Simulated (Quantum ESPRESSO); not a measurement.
**MoPd: equation of state with PBE**

The system is MoPd.

```
Pd Mo
1.0
     2.79390    0.00000    0.00000
    -1.39695    2.41958    0.00000
     0.00000    0.00000    4.56637
Pd Mo
1 1
Direct
  0.33333 0.66667 0.00000
  0.66667 0.33333 0.50000
```

The cell comes from a database or a generator and needn't be the stable form of this composition.

- Program: Quantum ESPRESSO 7.5
- Task: equation of state
- Functional: PBE
- Potentials or basis: SSSP 1.3 efficiency PBE
- Cutoff: 816 eV
- Density cutoff: 3265 eV
- k mesh: 11 × 11 × 6
- Occupations: fermi-dirac, width 0.05 eV
- Spin: no spin polarisation

```yaml
Equilibrium_volume: 15.30 Å³/atom
Bulk_modulus_at_fixed_shape_and_positions: 226 GPa
Pressure_derivative_of_the_bulk_modulus: 4.8
```

Energy against volume, from the lowest point:
```csv
volume (Å³/atom),energy (meV/atom)
14.508,30.92
14.817,10.45
15.126,0.54
15.434,0.00
15.743,7.83
16.052,23.09
16.361,44.95
```

All runs of the series together: 2.3 min on 2 threads of Arm Neoverse V1, with other jobs on the host.

Caveat: the cell was scaled at fixed shape and fractional positions, which overstates the stiffness of a crystal with free parameters, most of all of layers and chains.
